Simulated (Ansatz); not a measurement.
# CH5ClSiZn: one species, many methods

The task here is to estimate one member of a computed series from the others.

The runs use Ansatz 0.2.0, Gaussian basis; functionals in def2-TZVPP, the program's frozen cores in correlated methods.

Plan: LDA (SPW92), PBE-D4, revPBE-D4, BLYP-D4, r2SCAN-D4, B97M-V, PBE0-D4, B3LYP-D4, r2SCANh-D4, r2SCAN0-D4, HSE06-D4, BHLYP-D4, CAM-B3LYP-D4, LC-ωPBE, ωB97X-V, ωB97M-V, B2PLYP, PBE-QIDH; CCSD(T)/def2-SVP; CCSD(T)/def2-TZVPP; MP2/def2-QZVPP; extrapolation to the limit; RPA on PBE.

### The geometry

An earlier PBE0-D4 in a triple-zeta def2 set relaxation fixed the geometry.

SMILES `[CH3][Zn][SiH2]Cl`, 9 atoms, charge 0, spin multiplicity 1.

Atoms are counted from 1 here; the program's logs count them from 0.

Bond lengths: C1–Zn2 1.948 Å, C1–H5 1.093 Å, C1–H6 1.093 Å, C1–H7 1.093 Å, Zn2–Si3 2.383 Å, Si3–Cl4 2.085 Å, Si3–H8 1.490 Å, Si3–H9 1.490 Å. Angles: Zn2–C1–H5 110.9°, Zn2–C1–H6 110.9°, Zn2–C1–H7 110.7°, H5–C1–H6 108.1°, H5–C1–H7 108.1°, H6–C1–H7 108.1°, C1–Zn2–Si3 178.7°, Zn2–Si3–Cl4 108.3°, Zn2–Si3–H8 114.8°, Zn2–Si3–H9 114.8°, Cl4–Si3–H8 106.0°, Cl4–Si3–H9 106.0°, H8–Si3–H9 106.3°.

The first run:

in.yaml reads:

```yaml
crystal:
  periodic: [false, false, false]
  atoms:
    - {symbol: C, position_ang: [-0.252172, 1.864572, -1.177091]}
    - {symbol: Zn, position_ang: [0.039741, 0.271879, -0.094474]}
    - {symbol: Si, position_ang: [0.360948, -1.702751, 1.200240]}
    - {symbol: Cl, position_ang: [-0.865548, -3.200280, 0.424829]}
    - {symbol: H, position_ang: [0.696825, 2.273038, -1.533627]}
    - {symbol: H, position_ang: [-0.759604, 2.640833, -0.598730]}
    - {symbol: H, position_ang: [-0.870078, 1.632584, -2.048213]}
    - {symbol: H, position_ang: [1.745833, -2.251480, 1.171873]}
    - {symbol: H, position_ang: [-0.007446, -1.574694, 2.638192]}
basis:
  gaussian: {orbitals: def2-TZVPP}
hamiltonian: {xc: lda}
output: {orbitals: {seedname: orbitals}}
```

Among the steps run: LDA; PBE-D4 (GGA); revPBE-D4 (GGA); BLYP-D4 (GGA); r2SCAN-D4 (meta-GGA); B97M-V (meta-GGA); PBE0-D4 (hybrid); B3LYP-D4 (hybrid); r2SCANh-D4 (hybrid); r2SCAN0-D4 (hybrid); HSE06-D4 (hybrid); BHLYP-D4 (hybrid); CAM-B3LYP-D4 (range-separated); LC-ωPBE (range-separated); ωB97X-V (range-separated); ωB97M-V (range-separated); B2PLYP (double hybrid); PBE-QIDH (double hybrid).

One of the session's tables, all rows but one given; the rest of the session is left out.

It belongs to the step «Frontier levels by functional». 

```
  functional  HOMO (eV)  LUMO (eV)  gap (eV)
 LDA (SPW92)      -6.16      -2.20      3.96
      PBE-D4      -6.01      -1.98      4.04
   revPBE-D4      -5.96      -1.88      4.08
     BLYP-D4          ?          ?         ?
   r2SCAN-D4      -6.25      -1.74      4.51
      B97M-V      -6.29      -1.90      4.40
     PBE0-D4      -7.07      -1.22      5.85
    B3LYP-D4      -6.86      -1.44      5.42
  r2SCANh-D4      -6.64      -1.48      5.16
  r2SCAN0-D4      -7.23      -1.10      6.13
    HSE06-D4      -6.68      -1.59      5.09
    BHLYP-D4      -8.01      -0.49      7.52
CAM-B3LYP-D4      -8.32      -0.34      7.98
     LC-ωPBE      -9.66       0.73     10.39
     ωB97X-V      -9.29       0.61      9.89
     ωB97M-V      -9.11       0.32      9.43
```

Estimate the missing values for BLYP-D4.

Worked estimate for «HOMO (eV)». Against the share of exact exchange, B3LYP-D4 (0.2, -6.86), BHLYP-D4 (0.5, -8.01) give a slope of -3.83 per unit share; at 0 the line stands at -6.09.

As computed: HOMO (eV): -5.86; LUMO (eV): -1.87; gap (eV): 3.99. In «HOMO (eV)» the line misses by -0.23.
